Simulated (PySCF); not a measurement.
# C2H7BOSi: the cost of one run

Computed with PySCF 2.14.0, with density-fitted response routines of our own, on a single molecule in the gas phase. Atoms are numbered from 0 throughout.

## Step 1: Starting geometry

12 atoms, charge 0, multiplicity 1; geometry from: PBE0-D3(BJ)/def2-SVP.

Bonds of the start (Å): B0–C1 1.52, C1–C2 1.35, C2–O3 1.33, O3–Si4 1.69, B0–H5 1.21, B0–H6 1.21, C1–H7 1.10, C2–H8 1.10, Si4–H9 1.48, Si4–H10 1.49, Si4–H11 1.49.

## Step 2: TDDFT and polarisability: LDA/def2-SVPD

What the job is given:

```
{"job": {"kind": "uv", "xc": "LDA", "basis": "def2-SVPD", "ip": true}, "charge": 0, "multiplicity": 1}
B      2.618080     0.304391     0.502080
C      1.495181    -0.161738    -0.409350
C      0.214086     0.004663    -0.003664
O     -0.845799    -0.367372    -0.719002
Si    -2.468436    -0.194536    -0.266155
H      2.340397     0.815031     1.568007
H      3.783316     0.182160     0.199568
H      1.646673    -0.633434    -1.386486
H      0.003856     0.472809     0.971325
H     -3.251298    -0.759129    -1.392160
H     -2.712454    -0.947635     0.997576
H     -2.773636     1.250534    -0.060323
```

With the program's defaults for keys left out, this is: TDDFT LDA/def2-SVPD, vertical, gas phase, core orbitals frozen in the response.

Command:

```bash
$ OMP_NUM_THREADS=1 python probes_run.py task.json out
```

This one command runs all jobs of the session in turn.

Q: Estimate the wall time and peak memory of this first job on 1 thread of Arm Neoverse V1, shared host.

About 52 s, with a peak of 0.44 GiB.
